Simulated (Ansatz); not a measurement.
**HfC+ (doublet): from Hartree-Fock to the top rungs, def2-QZVPP**

An exercise on one series of results from a longer session: the logs are not shown, and one member is left open.

Computed with Ansatz 0.2.0, Gaussian basis. Level: def2-QZVPP, core rule «outside noble gas», up to 5 orbitals frozen.

The runs, in order: UHF; ROHF; CCSD(T) on UHF.

### The system

The geometry is a PBE0/def2-TZVP stationary point (not a proven minimum). No spin-orbit coupling is included. Elements past krypton take def2 core potentials.

2 atoms, charge 1, spin multiplicity 2.

Atoms are counted from 1 here; the program's logs count them from 0.

Bond lengths: Hf1–C2 1.779 Å.

The first run:

The input, in.yaml:

```yaml
crystal:
  periodic: [false, false, false]
  atoms:
    - {symbol: Hf, position_ang: [0.000000, 0.000000, 0.000000]}
    - {symbol: C, position_ang: [0.000000, 0.000000, 1.779000]}
basis:
  gaussian: {orbitals: "def2-QZVPP.json"}
total_charge: 1
magnetization: {spin_polarized: true, initial_magnetization: 1}
hamiltonian: {xc: hf}
output: {orbitals: {seedname: orbitals}}
```

Started as:

```bash
ansatz run in.yaml --threads 1 --pin off --events-out ev --progress --plain --max-ram 4096MiB --backend cpu
```

Steps of the session up to this table: UHF; ROHF; CCSD(T) on UHF.

One of the session's tables, all rows but one given; the rest of the session is left out.

It belongs to the step «Misses and costs». 

```
  method  from UCCSD(T) (meV)
    ROHF                    ?
    UMP2              +1189.4
   UCCSD               +429.6
UCCSD(T)                    0
```

Q: Estimate the row for ROHF from the others.

As computed: from UCCSD(T) (meV): +6816.2. In the column «from UCCSD(T) (meV)» it is the highest.

Left out of the table: UHF (another determinant or state than the rows shown).

Limits of these values: The determinant is far from a pure spin state, so its energy mixes those of several spin states (harmless only where they are near-degenerate, as at dissociation). Warnings: spin contamination; coupled cluster took another determinant than the lowest.
